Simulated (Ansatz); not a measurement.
**CrAuS2: further runs on the relaxed cell**

One table from this session's results is given with a row withheld; the runs are named, their logs left out.

Computed with Ansatz 0.2.0 (DFT PBEsol, scalar-relativistic, plane waves, PAW, unless a step's input says otherwise).

1 further run of the same task is left out (set aside as unsound or not needed).

### The system as given

It takes space group R-3m (No. 166, trigonal). The conventional cell has a = 3.465 Å, b = 3.465 Å, c = 21.214 Å, α = 90.00°, β = 90.00°, γ = 120.00°. Around Cr (site symmetry -3m) lie 6 S at 2.36 Å. S (site symmetry 3m) has 1 Au at 2.29 Å and 3 Cr at 2.36 Å as nearest neighbours. Au (site symmetry -3m) is surrounded by 2 S at 2.29 Å.

Coordinates:

```cif
data_structure
_symmetry_space_group_name_H-M 'R-3m:H'
_symmetry_Int_Tables_number 166
_cell_length_a 3.4650
_cell_length_b 3.4650
_cell_length_c 21.2137
_cell_angle_alpha 90.000
_cell_angle_beta 90.000
_cell_angle_gamma 120.000
_cell_volume 220.57
loop_
_atom_site_label
_atom_site_type_symbol
_atom_site_symmetry_multiplicity
_atom_site_Wyckoff_symbol
_atom_site_fract_x
_atom_site_fract_y
_atom_site_fract_z
_atom_site_occupancy
Cr1 Cr 3 b 0.66667 0.33333 0.83333 1
S1 S 6 c 0.00000 0.00000 0.89217 1
Au1 Au 3 a 0.00000 0.00000 0.00000 1
```

It goes back to an entry of the Materials Project, which need not be the stable form.

This cell was relaxed beforehand with the same method: volume 18.38 Å³/atom, gap on the mesh 0.21 eV, site moments up to 2.6 μB.

Set-up of the first run:

File input.yaml:

```yaml
crystal:
  lattice:
    - [1.7149841126, 0.9901465391, 6.9997854954]
    - [-1.7149841126, 0.9901465391, 6.9997854954]
    - [0.0, -1.9802930782, 6.9997854954]
  atoms:
    - { symbol: Cr, position: [0.5, 0.5, 0.5], spin: 2.83 }
    - { symbol: S, position: [0.892167428, 0.892167428, 0.892167428] }
    - { symbol: S, position: [0.107832572, 0.107832572, 0.107832572] }
    - { symbol: Au, position: [0.0, 0.0, 0.0] }
basis:
  ecutwfc: 420
kpoints:
  mp_grid: { grid: [12, 12, 12] }
hamiltonian:
  xc: pbesol
scf:
  occupations: { method: gaussian, width: 0.02 }
output:
  forces: true
  stress: true
  eigenvalues: true
  populations: true
magnetization:
  spin_polarized: true
relax:
  adjacent_minimum: "off"
  f_tol: 0.01
  max_steps: 30
  cell: { stress_tol: 0.1, fix: [volume] }
```

Launch:

```
> ansatz run input.yaml --threads 1 --pin off --max-ram 2560MiB --backend cpu --events-out ev --progress --plain --runs-dir out
```

Steps of the session up to this table: Volume × 0.97; The cell scaled to 1.03 of its volume; Volume × 0.94; The cell scaled to 1.06 of its volume.

One of the session's tables, all rows but one given; the rest of the session is left out.

It belongs to the step «Fit of the equation of state». 

| volume (Å³/atom) | energy above the lowest point (meV/atom) | pressure (GPa) | gap on the mesh (eV) | largest moment (μB) |
| --- | --- | --- | --- | --- |
| 17.278 | 16.8 | 4.85 | 0.00 | 2.46 |
| 17.829 | 4.1 | 2.48 | 0.00 | 2.53 |
| 18.381 | 0.0 | -0.01 | 0.21 | 2.57 |
| 18.932 | ? | ? | ? | ? |
| 19.484 | 14.6 | -4.03 | 0.64 | 2.66 |

Q: Estimate the row for volume (Å³/atom) = 18.932 from the others.

Worked estimate for «energy above the lowest point (meV/atom)». A straight line through the neighbours (18.381, 0.0) and (19.484, 14.6) gives 0.0 + (14.6 − 0.0) × (18.932 − 18.381) / (19.484 − 18.381) = 7.3; a parabola fitted to 3 rows on both sides gives 3.5.

The run gave: energy above the lowest point (meV/atom): 3.8; pressure (GPa): -2.17; gap on the mesh (eV): 0.43; largest moment (μB): 2.62. In «energy above the lowest point (meV/atom)» the line misses by +3.5 and the parabola by -0.3.
